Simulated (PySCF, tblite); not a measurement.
**Al3H2O6 radical, a small gas-phase stand-in for a defect centre (alumina 3-ring): EPR parameters**

What EPR parameters should one expect for `[O][Al]1[O][Al]([OH])[O][Al]([OH])[O]1`? It is drawn as: oxygen hole.

Programs: tblite 0.8.0 and PySCF 2.14.0. All values are calculated, for the isolated system unless a continuum is named. Atoms count from 0, parts from 1.

### Step 1. The system as given

11 atoms, charge 0, multiplicity 2; geometry: distance geometry start.

### Step 2. Relaxing the cluster with GFN2-xTB

The job: settings as JSON, then the geometry in Å.

```
{"job": {"kind": "relax", "xc": "GFN2-xTB", "basis": "xTB"}, "charge": 0, "multiplicity": 2}
O     -0.210365    -0.612360     1.689995
Al     0.735420     1.001988     1.498959
O      2.462791     1.077175     2.088770
O      0.385765     1.938242    -0.108305
Al    -0.762134     1.324093    -1.473885
O     -0.176443     1.620946    -3.214935
O     -1.601030    -0.302503    -1.126049
Al    -1.391749    -1.314924     0.418830
O     -1.280465    -3.166072     0.170819
H      2.827901     0.455326     2.796701
H     -0.640824     2.153025    -3.892839
```

With the program's defaults for keys left out, this is: GFN2-xTB geometry optimisation, gas phase.

Command:

```
OMP_NUM_THREADS=1 python cluster_run.py task.json out
```

One launch serves the whole session: the jobs run in the order shown.

Log:

```text
step      E/eV     max force
  0    -785.90649    3.256
  1    -786.94662    2.824
  2    -788.90604    2.964
  3    -789.43527    2.393
  4    -789.59684    0.764
  5    -789.62083    0.573
  6    -789.64991    0.398
  7    -789.68425    0.451
  8    -789.70285    0.282
  9    -789.71093    0.208
 10    -789.71446    0.221
 11    -789.71998    0.244
 12    -789.72727    0.236
 13    -789.73373    0.260
 14    -789.73944    0.274
 15    -789.74564    0.268
 16    -789.75227    0.317
 17    -789.75862    0.274
 18    -789.76374    0.197
 19    -789.76750    0.203
 20    -789.77025    0.151
 21    -789.77286    0.187
 22    -789.77588    0.223
 23    -789.78092    0.268
 24    -789.79308    0.258
 25    -789.79737    0.199
 26    -789.79960    0.122
 27    -789.80107    0.108
 28    -789.80388    0.147
 29    -789.80951    0.263
 30    -789.81889    0.385
 31    -789.82503    0.656
 32    -789.83161    0.439
 33    -789.83639    0.459
 34    -789.84032    0.132
 35    -789.84265    0.188
 36    -789.84484    0.199
 37    -789.84760    0.112
 38    -789.84887    0.133
 39    -789.85150    0.141
 40    -789.85375    0.166
 41    -789.85562    0.128
 42    -789.85659    0.093
 43    -789.85729    0.088
 44    -789.85803    0.113
 45    -789.85910    0.122
 46    -789.86033    0.082
 47    -789.86097    0.076
 48    -789.86130    0.064
 49    -789.86199    0.102
 50    -789.86392    0.144
 51    -789.86554    0.119
 52    -789.86650    0.066
 53    -789.86688    0.054
 54    -789.86718    0.063
 55    -789.86768    0.074
 56    -789.86821    0.069
 57    -789.86856    0.053
 58    -789.86871    0.028
 59    -789.86884    0.039
 60    -789.86920    0.064
 61    -789.86976    0.076
 62    -789.87039    0.067
 63    -789.87072    0.033
 64    -789.87080    0.019
 65    -789.87084    0.019
 66    -789.87090    0.020
 67    -789.87101    0.028
 68    -789.87117    0.028
 69    -789.87127    0.023
 70    -789.87132    0.024
 71    -789.87135    0.021
 72    -789.87140    0.020
 73    -789.87148    0.022
 74    -789.87155    0.020
 75    -789.87160    0.016
 76    -789.87163    0.015
 77    -789.87165    0.015
 78    -789.87168    0.013
 79    -789.87170    0.013
 80    -789.87172    0.014
 81    -789.87174    0.014
 82    -789.87176    0.008
```

Run time: 1.7 s. Hardware: 1 thread of Arm Neoverse V1, shared host.

Relaxation path:

```tsv
step	energy from step 0 (eV)	largest force (eV/Å)
0	0.0000	3.2557
3	-3.5288	2.3929
6	-3.7434	0.3980
9	-3.8044	0.2083
12	-3.8208	0.2360
15	-3.8392	0.2678
18	-3.8573	0.1969
21	-3.8664	0.1868
24	-3.8866	0.2576
27	-3.8946	0.1081
30	-3.9124	0.3844
33	-3.9299	0.4589
36	-3.9384	0.1996
39	-3.9450	0.1405
42	-3.9501	0.0928
45	-3.9526	0.1222
48	-3.9548	0.0640
51	-3.9591	0.1194
54	-3.9607	0.0622
57	-3.9621	0.0536
60	-3.9627	0.0639
63	-3.9642	0.0331
66	-3.9644	0.0205
69	-3.9648	0.0233
72	-3.9649	0.0197
75	-3.9651	0.0158
78	-3.9652	0.0127
81	-3.9653	0.0136
82	-3.9653	0.0079
```

Close pairs (by a distance rule), those that changed most:

```tsv
bond	before (Å)	after (Å)	change (Å)
Al7–O8	1.871	1.634	-0.237
Al4–O5	1.861	1.630	-0.231
O3–Al4	1.887	1.688	-0.199
Al1–O3	1.893	1.699	-0.194
Al1–O2	1.827	1.634	-0.193
O0–Al1	1.881	1.695	-0.186
O0–Al7	1.872	1.695	-0.177
Al4–O6	1.863	1.693	-0.170
```

### Step 3. Geometry optimisation at PBE0-D3(BJ)/def2-SVP

The job: settings as JSON, then the geometry in Å.

```
{"job": {"xc": "PBE0", "basis": "def2-SVP", "d3": "d3bj", "grid": 2, "kind": "geom", "shake": 0.01}, "charge": 0, "multiplicity": 2}
O      0.080012    -1.192159     1.449066
Al     0.990808     0.230494     1.267402
O      2.082898     0.803594     2.318854
O      0.722730     1.072341    -0.181315
Al    -0.400207     0.679391    -1.421699
O     -0.588908     1.589092    -2.760767
O     -1.184974    -0.743842    -0.972674
Al    -1.082213    -1.782507     0.367813
O     -2.087128    -3.083095     0.349562
H      2.523864     0.676023     3.174047
H     -1.024195     1.722168    -3.579989
```

Log:

```text
step   0  E = -1178.84354325  max force = 0.059582
step   1  E = -1178.85760898  max force = 0.021082
step   2  E = -1178.85931256  max force = 0.005882
step   3  E = -1178.86010645  max force = 0.004009
step   4  E = -1178.86046504  max force = 0.005968
step   5  E = -1178.86074105  max force = 0.003708
step   6  E = -1178.86082316  max force = 0.001260
step   7  E = -1178.86084840  max force = 0.000891
step   8  E = -1178.86085509  max force = 0.000654
step   9  E = -1178.86086304  max force = 0.000433
optimisation converged
```

Run time: 5.5 min. Hardware: 1 thread of Arm Neoverse V1, shared host; peak memory 0.76 GiB.

Along the way:

```tsv
step	energy from step 0 (eV)	largest force component (eV/Å)
0	0.0000	3.0638
1	-0.3827	1.0841
2	-0.4291	0.3025
3	-0.4507	0.2062
4	-0.4605	0.3069
5	-0.4680	0.1907
6	-0.4702	0.0648
7	-0.4709	0.0458
8	-0.4711	0.0336
9	-0.4713	0.0223
```

Close pairs (by a distance rule), those that changed most:

```tsv
bond	before (Å)	after (Å)	change (Å)
Al7–O8	1.644	1.744	+0.100
Al1–O2	1.621	1.689	+0.068
Al4–O5	1.630	1.688	+0.059
Al4–O6	1.686	1.715	+0.029
O5–H10	0.937	0.958	+0.021
O3–Al4	1.719	1.703	-0.016
O0–Al1	1.699	1.715	+0.016
O2–H9	0.971	0.958	-0.012
```

The next job starts from the end point, and lists it.

```tsv
at the end point	value
point group (found at 0.08 Å tolerance)	C2v
rotational constants (GHz, main isotopes)	1.050, 1.005, 0.513
dipole moment (D)	0.23
⟨S²⟩	0.753
```

### Step 4. EPR parameters: B3LYP/IGLO-III+pcH-1

The job: settings as JSON, then the geometry in Å.

```
{"job": {"kind": "epr"}, "charge": 0, "multiplicity": 2}
O      0.042294    -1.130002     1.426896
Al     0.989976     0.292038     1.284137
O      2.087086     0.816304     2.455931
O      0.740408     1.158391    -0.160622
Al    -0.318874     0.744736    -1.427773
O     -0.457441     1.691658    -2.818860
O     -1.209991    -0.697083    -1.164355
Al    -1.058348    -1.650172     0.237662
O     -1.996813    -3.105192     0.445604
H      2.261948     0.353860     3.276644
H     -1.047199     1.496483    -3.548039
```

With the program's defaults for keys left out, this is: UKS B3LYP, IGLO-III on Al O, pcH-1 on H, non-relativistic, mean-field spin-orbit, GIAO.

Log:

```text
UKS, coarse grid
  cycle   1  E = -1179.87928876  |g| = 1.42e+00
  cycle   2  E = -1177.95075067  |g| = 2.61e+00
  cycle   3  E = -1180.56635349  |g| = 2.16e-01
  cycle   4  E = -1180.57640327  |g| = 1.64e-01
  cycle   5  E = -1180.58580745  |g| = 2.14e-02
  cycle   6  E = -1180.58589995  |g| = 1.53e-02
  cycle   7  E = -1180.58598029  |g| = 2.78e-03
  cycle   8  E = -1180.58598291  |g| = 1.48e-03
  cycle   9  E = -1180.58598332  |g| = 6.68e-04
UKS, final grid
  cycle   1  E = -1180.58574698  |g| = 1.16e-03
  cycle   2  E = -1180.58574569  |g| = 2.26e-03
  cycle   3  E = -1180.58574745  |g| = 1.34e-04
  cycle   4  E = -1180.58574746  |g| = 4.31e-05
  cycle   5  E = -1180.58574746  |g| = 2.22e-05
E = -1180.58574746 Eh   <S^2> = 0.7530 (exact 0.7500)
g shifts (ppm)      1          2          3
  rmc          -286       -286       -286
  gc            -10         54         50
  oz_so         179      13215      44952
  total        -117      12983      44716
hyperfine (MHz)  atom isotope    a_iso     a_fc   dipolar eigenvalues
    0   17O      -4.62      -4.62     -3.58      1.67      1.92
    1  27Al       2.12       2.12     -0.56     -0.51      1.07
    2   17O       0.05       0.05     -0.18      0.09      0.09
    3   17O       0.12       0.12     -0.12     -0.03      0.15
    4  27Al       2.15       2.15     -0.56     -0.51      1.07
    5   17O       0.05       0.05     -0.18      0.09      0.09
    6   17O      -4.68      -4.68     -3.61      1.68      1.93
    7  27Al     -53.38     -53.38     -4.63      2.10      2.53
    8   17O     -35.93     -35.93   -267.79    132.27    135.52
    9    1H      -0.02      -0.02     -0.38     -0.33      0.71
   10    1H      -0.02      -0.02     -0.38     -0.33      0.71
```

Run time: 2.8 min. Hardware: 1 thread of Arm Neoverse V1, shared host; peak memory 1.4 GiB.

Principal g values 2.00220, 2.01530, 2.04704; g(iso) = 2.02151, against 2.00232 for a free electron. They are not to be trusted: the run shows nearly degenerate orbitals, where second-order g theory doesn't apply.

Mean a(iso) over the nuclei that a row names, and the largest dipolar term of the row (other rows stand at the frozen geometry):

```tsv
nuclei	isotope	a(iso) (MHz)	a(iso) (G, at g = 2.0023)	largest dipolar term (MHz)
Al7	27Al	-53.4	-19.0	-4.6
O8	17O	-35.9	-12.8	-267.8
O0, O6	17O	-4.7	-1.7	-3.6
Al1, Al4	27Al	2.1	0.8	1.1
O3	17O	0.1	0.0	0.2
O2, O5	17O	0.0	0.0	-0.2
H9, H10	1H	0.0	0.0	0.7
```

Mulliken spin populations:

```tsv
atom	value (e)
O0	0.01
Al1	0.00
O2	0.00
O3	0.00
Al4	0.00
O5	0.00
O6	0.01
Al7	-0.02
O8	1.01
H9	0.00
H10	0.00
```

The fields below are evaluated on a grid from the run's orbitals.

ELF in a plane through or near 11 of the atoms.

Ten even steps from ' ' (0.00) to '@' (0.96):
```
                                                        
                                                        
                                                        
                                                        
                                                        
            --==--      ..----..      --==--            
          ..##%%%%--    ++####++    --%%%%##..          
        ==##%%--****  ::%%**##%%::  ##++==%%##==        
      ==%%@@@@##%%..%%****%%%%##**%%..%%##@@@@%%--      
        **##======..%%%%..++++..##%%..====++##**..      
                ..**##%%==    ==####**..                
              ..++%%::==##::::##--==%%==                
              ..++%%%%%%..####..%%%%%%++..              
                ..----::  ++++  ::----..                
                        **%%%%++                        
                      ::##::::##::                      
                      ::%%@@@@##::                      
                        ==****==                        
                          ..                            
                                                        
```
The map spans 12.9 Å across and 12.6 Å up, centred on the molecule. Atoms in the plane (x, y in Å): O0 (1.5, -1.1), Al1 (1.5, 0.6), O2 (3.0, 1.5), O3 (0.0, 1.4), Al4 (-1.5, 0.6), O5 (-3.0, 1.5), O6 (-1.5, -1.1), Al7 (0.0, -2.0), O8 (0.0, -3.7), H9 (3.8, 1.1), H10 (-3.8, 1.1).

log10 of the density (e/Å³) in the same plane.

Ten even steps from ' ' (-4.0) to '@' (1.6):
```
                                                        
                                                        
                                                        
                                                        
          ....::::....................::::....          
      ..::--======--------====--------======--::..      
      ..--==++****++====++****++====++****++==--::      
    ..--==**##@@%%**++++##%%%%##++++**%%@@##**==--..    
    ..--==**########@@%%##%%%%##%%@@########**==--..    
    ..::--==++++**##@@%%********%%@@##**++++====::..    
      ....::--==++**####**++++**####**++==--::....      
          ..::==++##%%@@##****##%%%%##++--::..          
            ::--==**####**@@%%**####**==--::            
            ..::--==++++**%%%%**++++==--::..            
              ..::----==**####**==----::..              
                  ::--++##@@@@##==--::                  
                  ..--==**####**==--..                  
                    ::--========--::                    
                      ..::--::::..                      
                                                        
```
The map spans 12.9 Å across and 12.6 Å up, centred on the molecule. Atoms in the plane (x, y in Å): O0 (1.5, -1.1), Al1 (1.5, 0.6), O2 (3.0, 1.5), O3 (0.0, 1.4), Al4 (-1.5, 0.6), O5 (-3.0, 1.5), O6 (-1.5, -1.1), Al7 (0.0, -2.0), O8 (0.0, -3.7), H9 (3.8, 1.1), H10 (-3.8, 1.1).

On the surface of density 0.002 e/bohr³ the electrostatic potential runs, from the 1st to the 99th percentile, from -1.36 V near O5 to 3.64 V near Al1.

The spin density lies nearest to O8 95 %.

### Step 5. g tensor and hyperfine couplings: BHandHLYP/IGLO-III+pcH-1

The job, as its differences from that of step 4:

```diff
@@ -1,2 +1,2 @@
-{"job": {"kind": "epr"}, "charge": 0, "multiplicity": 2}
+{"job": {"kind": "epr", "xc": "BHandHLYP"}, "charge": 0, "multiplicity": 2}
 O      0.042294    -1.130002     1.426896
```

With the program's defaults for keys left out, this is: UKS BHandHLYP, IGLO-III on Al O, pcH-1 on H, non-relativistic, mean-field spin-orbit, GIAO.

Log:

```text
UKS, coarse grid
  cycle   1  E = -1179.84641065  |g| = 1.16e+00
  cycle   2  E = -1179.56053613  |g| = 1.48e+00
  cycle   3  E = -1180.32093335  |g| = 6.22e-02
  cycle   4  E = -1180.32211104  |g| = 4.25e-02
  cycle   5  E = -1180.32275042  |g| = 6.96e-03
  cycle   6  E = -1180.32277752  |g| = 3.76e-03
  cycle   7  E = -1180.32278496  |g| = 1.59e-03
  cycle   8  E = -1180.32278643  |g| = 4.52e-04
UKS, final grid
  cycle   1  E = -1180.32263954  |g| = 3.21e-04
  cycle   2  E = -1180.32263960  |g| = 3.05e-04
  cycle   3  E = -1180.32263963  |g| = 8.79e-05
  cycle   4  E = -1180.32263965  |g| = 4.58e-05
  cycle   5  E = -1180.32263965  |g| = 1.19e-05
E = -1180.32263965 Eh   <S^2> = 0.7538 (exact 0.7500)
g shifts (ppm)      1          2          3
  rmc          -286       -286       -286
  gc            -13         56         50
  oz_so         151      14305      65284
  total        -148      14076      65048
hyperfine (MHz)  atom isotope    a_iso     a_fc   dipolar eigenvalues
    0   17O      -3.54      -3.54     -2.42      1.08      1.34
    1  27Al       1.32       1.32     -0.40     -0.37      0.77
    2   17O       0.02       0.02     -0.13      0.06      0.07
    3   17O       0.08       0.08     -0.10     -0.01      0.11
    4  27Al       1.34       1.34     -0.41     -0.37      0.77
    5   17O       0.02       0.02     -0.13      0.06      0.07
    6   17O      -3.59      -3.59     -2.44      1.09      1.35
    7  27Al     -56.18     -56.18     -4.29      1.89      2.40
    8   17O     -53.34     -53.34   -265.47    130.77    134.70
    9    1H      -0.01      -0.01     -0.36     -0.34      0.70
   10    1H      -0.01      -0.01     -0.36     -0.34      0.70
```

It took 2.7 min on 1 thread of Arm Neoverse V1, shared host; peak memory 1.4 GiB.

In short: g(iso) 2.02864, not to be trusted: the run shows nearly degenerate orbitals, where second-order g theory doesn't apply.

### Step 6. Side by side: EPR parameters

g, ⟨S²⟩ and isotropic hyperfine couplings (MHz), with basis size and wall time; * marks a run flagged for spin contamination, instability or a large g shift:

```tsv
run	g(iso)	⟨S²⟩	27Al Al7	17O O8	17O O0 (mean)	27Al Al1 (mean)	17O O3	functions	time
B3LYP/IGLO-III+pcH-1*	2.02151	0.753	-53.4	-35.9	-4.7	2.1	0.1	362	2.8 min
BHandHLYP/IGLO-III+pcH-1*	2.02864	0.754	-56.2	-53.3	-3.6	1.3	0.1	362	2.7 min
```

### Step 7. Summary of results

```
                                                                  quantity                   value
                                                               point group                     C2v
                                      rotational constants (main isotopes)    1.05, 1.00, 0.51 GHz
                                                            g(iso) (B3LYP)                 2.02151
                                                                      ⟨S²⟩      0.753 (exact 0.75)
                                        largest a(iso) (averaged by class)  27Al on Al7, -53.4 MHz
potential on the surface of density 0.002 e/bohr³, 1st and 99th percentile      -1.36 V and 3.64 V
```

What this shows: The start of the PBE0/def2-SVP relaxation was shaken at random by about 0.01 Å, so part of the energy gained, and of the first lengths quoted, undoes that. Over 9 steps the energy fell by 0.471 eV; of the close pairs, Al7–O8 changed most, 1.644 to 1.744 Å (PBE0/def2-SVP). Most of the unpaired spin sits on O8 (1.01 e). The isotropic g lies 19.2 ppt above the free-electron value. These values are not to be trusted: the run shows nearly degenerate orbitals, where second-order g theory doesn't apply. A capped cluster stands for the solid here, so long-range fields and strain are missing, and bands or shifts of the capping hydrogens have no counterpart in it.
